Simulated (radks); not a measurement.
# Cu⁴⁺ in [Ar] 3d7: an all-electron calculation

One table from this session's results is given with a row withheld; the runs are named, their logs left out.

Method: Dirac Kohn-Sham, RPBE, spin-unpolarised, spherical densities, finite nucleus; open shells are shared between the two j in proportion to 2j + 1. Code: radks (a radial shooting solver on a logarithmic mesh, Libxc functionals) version 1.

### The system

```
element            : copper (Z = 29)
charge             : +4
electrons          : 25
configuration      : [Ar] 3d7
nuclear rms radius : 3.8823 fm
```

Outer shells as boxes (Hund's rule):

Cu⁴⁺
```
[Ar] core
3d [↑↓][↑↓][↑ ][↑ ][↑ ]
```

Set-up of the first run:

The run's settings:

```text
Z 29
configuration [Ar] 3d7
relativity Dirac
functional rpbe,pbe
spin unpolarised
j_filling average
nucleus finite rms 3.8823 fm
c 137.035999084
```

The run is started by

```bash
$ python run_ks.py task.json out
```

The same process makes all the runs of this session.

Among the steps run: Self-consistent calculation.

One of the session's tables, all rows but one given; the rest of the session is left out.

It belongs to the step «Shells». Sizes of the orbitals, from the radial functions (bohr):

```
level      <r>  outermost maximum (interpolated)  90 % within  nodes
1s1/2  0.05212                            0.0341       0.0931      0
2s1/2   0.2349                             0.197        0.364      1
2p1/2   0.2041                             0.156        0.334      0
2p3/2        ?                                 ?            ?      ?
3s1/2   0.6987                             0.610         1.04      2
3p1/2   0.7194                             0.609         1.10      1
3p3/2   0.7287                             0.616         1.12      1
3d3/2   0.8031                             0.576         1.34      0
3d5/2   0.8067                             0.579         1.34      0
```

Estimate the missing values for 2p3/2.

As computed: <r>: 0.2075; outermost maximum (interpolated): 0.159; 90 % within: 0.339; nodes: 0. In the column «<r>» it lies between 2p1/2 (0.2041) and 2s1/2 (0.2349).

Caveats from the session: Spin polarisation and multiplet splitting are left out.
